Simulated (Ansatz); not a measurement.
# Ta: the cost of one run

Method: DFT PBEsol, scalar-relativistic, plane waves, PAW, in Ansatz 0.2.0.

5 further runs of the same task are left out: 5 set aside as unsound or not needed. Runs told in other sessions of the task aren't counted.

### Step 1. The system as given

The structure is cubic, space group Im-3m (No. 229). Conventional cell: a = 3.310 Å, b = 3.310 Å, c = 3.310 Å, α = 90.00°, β = 90.00°, γ = 90.00°. Ta (site symmetry m-3m) has 8 Ta at 2.87 Å in its first shell of neighbours.

Coordinates:

```
Ta
1.0
    -1.65500    1.65500    1.65500
     1.65500   -1.65500    1.65500
     1.65500    1.65500   -1.65500
Ta
1
Direct
  0.00000 0.00000 0.00000
```

The cell is the measured one, not relaxed. At PBEsol, an earlier run found -5.15 GPa for this cell of 18.132 Å³/atom (14×14×14 mesh), metallic. The cell is stretched at this level.

### Step 2. Bands on a fine mesh, Fermi surface

Input file input.yaml:

```yaml
crystal:
  lattice:
    - [-1.6549986157, 1.6549986157, 1.6549986157]
    - [1.6549986157, -1.6549986157, 1.6549986157]
    - [1.6549986157, 1.6549986157, -1.6549986157]
  atoms:
    - { symbol: Ta, position: [0.0, 0.0, 0.0] }
basis:
  ecutwfc: 420
  ecutrho_ratio: 4
kpoints:
  mp_grid: { grid: [14, 14, 14] }
hamiltonian:
  xc: pbesol
scf:
  occupations: { method: gaussian, width: 0.05 }
output:
  forces: true
  stress: true
  eigenvalues: true
  eigenstates:
    nscf_kmesh: { grid: [26, 26, 26] }
    de_dk: true
    e_range: [-2.5, 2.5]
  write_density: true
  write_potential: true
  elf: true
  volumetric_format: npy
```

Command:

```
$ ansatz run input.yaml --threads 4 --pin off --max-ram 9216MiB --backend cpu --events-out ev --progress --plain --runs-dir out
```

**Question.** How long does this run take on 4 threads of Arm Neoverse V1, shared host, and how much memory does it need?

About 1.8 s, with a peak of 0.31 GiB.
